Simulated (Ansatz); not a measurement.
# H9ClO4: the cost of one run

Program: Ansatz 0.2.0. Level of theory: DFT PBE, plane waves, PAW, scalar-relativistic, no spin polarisation. These are calculated values, not measurements.

### 1 The structure to begin with

The cell holds 14 atoms (ClH9O4): a = 5.550 Å, b = 5.550 Å, c = 5.550 Å, α = 90.00°, β = 90.00°, γ = 90.00°.

Coordinates:

```xyz
14
Lattice="5.5505 0.0000 0.0000 0.0000 5.5505 0.0000 0.0000 0.0000 5.5505" Properties=species:S:1:pos:R:3 pbc="T T T"
O     2.0737    0.0671    0.3728
H     1.2362    0.5351    0.2401
H     2.6320    0.3742   -0.3567
O     0.6273    4.2248    2.8065
H     1.1738    4.1076    3.5975
H    -0.2369    4.4881    3.1556
O     3.2672    3.4168    1.6664
H     3.7332    3.6796    2.4737
H     3.9707    3.0936    1.0844
O     4.2431    1.7511    4.2627
H     4.3119    2.1583    3.3866
H     3.8224    0.8957    4.0912
Cl    1.1692    1.5760    2.6515
H     0.2722    1.2425    1.8016
```

### 2 Preparing the start

Input file input.yaml:

```yaml
crystal:
  lattice:
    - [5.550499, 0.0, 0.0]
    - [0.0, 5.550499, 0.0]
    - [0.0, 0.0, 5.550499]
  atoms:
    - { symbol: O, position: [0.3736122, 0.0120803, 0.0671678] }
    - { symbol: H, position: [0.2227212, 0.0964023, 0.0432488] }
    - { symbol: H, position: [0.4741866, 0.0674103, -0.064262] }
    - { symbol: O, position: [0.1130113, 0.7611506, 0.5056224] }
    - { symbol: H, position: [0.2114689, 0.7400368, 0.6481381] }
    - { symbol: H, position: [-0.0426887, 0.8085939, 0.5685277] }
    - { symbol: O, position: [0.5886278, 0.6155828, 0.3002168] }
    - { symbol: H, position: [0.672596, 0.6629268, 0.4456758] }
    - { symbol: H, position: [0.7153737, 0.5573468, 0.1953621] }
    - { symbol: O, position: [0.7644566, 0.3154857, 0.7679936] }
    - { symbol: H, position: [0.7768535, 0.3888403, 0.610146] }
    - { symbol: H, position: [0.6886619, 0.1613733, 0.7370909] }
    - { symbol: Cl, position: [0.2106567, 0.283937, 0.4777072] }
    - { symbol: H, position: [0.0490325, 0.2238486, 0.324586] }
basis:
  ecutwfc: 420.0
kpoints:
  mp_grid: { grid: [1, 1, 1] }
hamiltonian:
  xc: pbe
scf:
  occupations: { method: fermi_dirac, width: 0.02 }
  lower_state_search: "off"
relax:
  f_tol: 0.3
  max_steps: 15
  adjacent_minimum: "off"
```

Run with:

```sh
> ansatz run input.yaml --threads 1 --pin off --max-ram 3072MiB --backend cpu --events-out ev --progress --plain --runs-dir out
```

Q: Estimate wall time and peak memory on 1 thread of Arm Neoverse V2, shared host.

About 12 s, with a peak of 0.3 GiB.
